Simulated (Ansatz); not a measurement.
# ClH3NOSc: how energies converge with the basis set

An exercise on one series of results from a longer session: the logs are not shown, and one member is left open.

The runs use Ansatz 0.2.0, Gaussian basis; one geometry, several basis sets.

Plan: PBE0-D4/def2-SVP; ωB97M-V/def2-SVP; PBE0-D4/def2-QZVPP; ωB97M-V/def2-QZVPP; the functionals' def2-TZVPP values are taken from earlier runs.

**The geometry**

The geometry comes from an earlier relaxation with PBE0-D4 in a triple-zeta def2 set; it is a stationary point, not always the lowest conformer.

SMILES `[NH2][Sc]([OH])[Cl]`, 7 atoms, charge 0, spin multiplicity 1.

Atoms are counted from 1 here; the program's logs count them from 0.

Bond lengths: N1–Sc2 1.963 Å, N1–H5 1.013 Å, N1–H6 1.012 Å, Sc2–O3 1.851 Å, Sc2–Cl4 2.329 Å, O3–H7 0.953 Å. Angles: Sc2–N1–H5 125.3°, Sc2–N1–H6 126.8°, H5–N1–H6 107.9°, N1–Sc2–O3 114.7°, N1–Sc2–Cl4 118.3°, O3–Sc2–Cl4 127.0°, Sc2–O3–H7 168.5°.

Set-up of the first run:

in.yaml reads:

```yaml
crystal:
  periodic: [false, false, false]
  atoms:
    - {symbol: N, position_ang: [-0.715833, 1.249153, -0.062182]}
    - {symbol: Sc, position_ang: [-0.028966, -0.581948, -0.228734]}
    - {symbol: O, position_ang: [1.509792, -0.922814, 0.742806]}
    - {symbol: Cl, position_ang: [-1.189913, -2.075806, -1.587108]}
    - {symbol: H, position_ang: [-1.543797, 1.607298, -0.522693]}
    - {symbol: H, position_ang: [-0.317485, 1.998248, 0.488969]}
    - {symbol: H, position_ang: [2.286201, -1.274131, 1.168952]}
basis:
  gaussian: {orbitals: def2-SVP}
hamiltonian: {xc: pbe0, dispersion: d4}
output: {orbitals: {seedname: orbitals}}
```

Command:

```console
> ansatz run in.yaml --threads 2 --pin off --events-out ev --progress --plain --max-ram 32768MiB --backend cpu
```

Steps of the session up to this table: PBE0-D4 in def2-SVP; ωB97M-V in def2-SVP; PBE0-D4 in def2-QZVPP; ωB97M-V in def2-QZVPP.

One table of the session follows, with a row left open; its other results are not shown here.

It belongs to the step «Density functionals: the series». 

| functional | basis | HOMO (eV) | LUMO (eV) |
| --- | --- | --- | --- |
| PBE0-D4 | def2-SVP | -7.07 | -1.54 |
| PBE0-D4 | def2-TZVPP | -7.44 | -1.81 |
| PBE0-D4 | def2-QZVPP | -7.46 | -1.82 |
| ωB97M-V | def2-SVP | ? | ? |
| ωB97M-V | def2-TZVPP | -9.82 | -0.25 |
| ωB97M-V | def2-QZVPP | -9.84 | -0.33 |

Q: Estimate the row for ωB97M-V, def2-SVP from the others.

**Answer.** HOMO (eV): -9.44; LUMO (eV): -0.03. In the column «HOMO (eV)» it lies between ωB97M-V, def2-TZVPP (-9.82) and PBE0-D4, def2-QZVPP (-7.46).
